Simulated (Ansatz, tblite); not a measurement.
**Hf2(OH)8 (Hf₂H₈O₈): a ladder of methods and basis sets**

The task here is to estimate one member of a computed series from the others.

Method: as each input shows; program: Ansatz 0.2.0, Gaussian basis.

Plan: GFN1-xTB, GFN2-xTB, PBE-D4/def2-TZVP, r2SCAN-D4/def2-TZVP, ωB97M-V/def2-TZVP, BLYP-D4/def2-TZVP, CAM-B3LYP-D4/def2-TZVP, PBE-D4/def2-SVP, PBE0-D4/def2-SVP, RPA/def2-TZVP.

1 further run of the same task is left out (it didn't finish). Runs told in other sessions of the task aren't counted.

### The structure

The geometry is that of the singlet, from an earlier relaxation (PBE-D4/def2-SVP).

18 atoms, charge 0, spin multiplicity 1.

Bond lengths: Hf1–O2 1.978 Å, Hf1–O3 1.955 Å, Hf1–O4 1.950 Å, Hf1–O5 2.191 Å, Hf1–O10 2.177 Å, O2–H11 0.969 Å, O3–H12 0.964 Å, O4–H13 0.967 Å, O5–Hf6 2.186 Å, O5–H14 0.972 Å, Hf6–O7 1.954 Å, Hf6–O8 1.977 Å, Hf6–O9 1.949 Å, Hf6–O10 2.183 Å, O7–H15 0.963 Å, O8–H16 0.969 Å, O9–H17 0.966 Å, O10–H18 0.974 Å. Angles: O2–Hf1–O3 99.2°, O2–Hf1–O4 109.5°, O2–Hf1–O5 135.8°, O2–Hf1–O10 84.3°, O3–Hf1–O4 105.8°, O3–Hf1–O5 89.2°, O3–Hf1–O10 146.6°, O4–Hf1–O5 109.7°, O4–Hf1–O10 104.2°, O5–Hf1–O10 66.9°, Hf1–O2–H11 134.0°, Hf1–O3–H12 168.9°, Hf1–O4–H13 145.7°, Hf1–O5–Hf6 112.8°, Hf1–O5–H14 123.7°, Hf6–O5–H14 123.3°, O5–Hf6–O7 89.0°, O5–Hf6–O8 133.6° and more.

As a file:

```xyz
18
H8Hf2O8
Hf   -0.6034    1.4766    0.8945
O     0.9361    2.5569    1.5071
O    -1.5627    2.8458   -0.1184
O    -1.7439    1.0472    2.4163
O    -0.9771    0.0561   -0.7311
Hf    0.4777   -1.5745   -0.7827
O     0.0204   -1.8795   -2.6577
O     2.4481   -1.6406   -0.9234
O    -0.1732   -3.1429    0.1732
O     0.8395   -0.1517    0.8330
H     1.1209    3.5076    1.5406
H    -1.8973    3.4997   -0.7421
H    -1.8640    1.1288    3.3720
H    -1.6799    0.1659   -1.3929
H    -0.1719   -1.9256   -3.6006
H     3.0621   -1.9400   -1.6109
H     0.0455   -3.9844    0.5953
H     1.7231   -0.0454    1.2278
```

Hf takes a core potential in the def2 sets. No spin-orbit coupling is included.

PBE0-D4/def2-TZVP was run before; its log isn't repeated, and its numbers join the tables.

Set-up of the first run:

Tight binding, by tblite at 300 K electronic temperature and without a spin-polarisation term:

```python
tblite.interface.Calculator('GFN1-xTB', numbers, positions, charge=0, uhf=0).singlepoint()
```

Tight binding, by tblite at 300 K electronic temperature and without a spin-polarisation term:

```python
tblite.interface.Calculator('GFN2-xTB', numbers, positions, charge=0, uhf=0).singlepoint()
```

start.molden holds the orbitals of an earlier run on this state, given as this run's starting guess.

Contents of in.yaml:

```yaml
crystal:
  periodic: [false, false, false]
  atoms:
    - {symbol: Hf, position_ang: [-0.603440, 1.476636, 0.894471]}
    - {symbol: O, position_ang: [0.936133, 2.556856, 1.507127]}
    - {symbol: O, position_ang: [-1.562677, 2.845822, -0.118380]}
    - {symbol: O, position_ang: [-1.743921, 1.047180, 2.416253]}
    - {symbol: O, position_ang: [-0.977141, 0.056124, -0.731070]}
    - {symbol: Hf, position_ang: [0.477704, -1.574496, -0.782723]}
    - {symbol: O, position_ang: [0.020372, -1.879473, -2.657738]}
    - {symbol: O, position_ang: [2.448096, -1.640641, -0.923429]}
    - {symbol: O, position_ang: [-0.173215, -3.142919, 0.173244]}
    - {symbol: O, position_ang: [0.839520, -0.151715, 0.833008]}
    - {symbol: H, position_ang: [1.120892, 3.507597, 1.540559]}
    - {symbol: H, position_ang: [-1.897283, 3.499680, -0.742086]}
    - {symbol: H, position_ang: [-1.864023, 1.128763, 3.371977]}
    - {symbol: H, position_ang: [-1.679885, 0.165897, -1.392894]}
    - {symbol: H, position_ang: [-0.171929, -1.925558, -3.600576]}
    - {symbol: H, position_ang: [3.062145, -1.939970, -1.610890]}
    - {symbol: H, position_ang: [0.045538, -3.984361, 0.595313]}
    - {symbol: H, position_ang: [1.723117, -0.045431, 1.227835]}
basis:
  gaussian: {orbitals: def2-TZVP, initial_orbitals: start.molden}
hamiltonian: {xc: pbe, dispersion: d4}
scf: {omitted_lower_state_checks: [starts]}
output: {forces: true, orbitals: {seedname: orbitals}}
```

Command:

```bash
$ ansatz run in.yaml --threads 2 --pin off --events-out ev --progress --plain --max-ram 20480MiB --backend cuda --devices 0, --max-vram 18GiB
```

Steps of the session up to this table: PBE-D4/def2-TZVP; r2SCAN-D4/def2-TZVP; ωB97M-V/def2-TZVP; BLYP-D4/def2-TZVP; CAM-B3LYP-D4/def2-TZVP; PBE-D4/def2-SVP; PBE0-D4/def2-SVP; RPA/def2-TZVP.

One of the session's tables, all rows but one given; the rest of the session is left out.

It belongs to the step «Binding energy». 

| level | binding an atom (eV) |
| --- | --- |
| PBE-D4/def2-SVP | 4.746 |
| PBE-D4/def2-TZVP | 4.705 |
| BLYP-D4/def2-TZVP | 4.629 |
| r2SCAN-D4/def2-TZVP | 4.647 |
| PBE0-D4/def2-SVP | 4.571 |
| PBE0-D4/def2-TZVP | ? |
| CAM-B3LYP-D4/def2-TZVP | 4.636 |
| ωB97M-V/def2-TZVP | 4.623 |

Estimate the missing values for PBE0-D4/def2-TZVP.

The run gave: binding an atom (eV): 4.545. In the column «binding an atom (eV)» it is the lowest.

To keep in mind: Free atoms were run apart at each level; binding is atoms less cluster, divided by the number of atoms, without zero-point or spin-orbit terms.
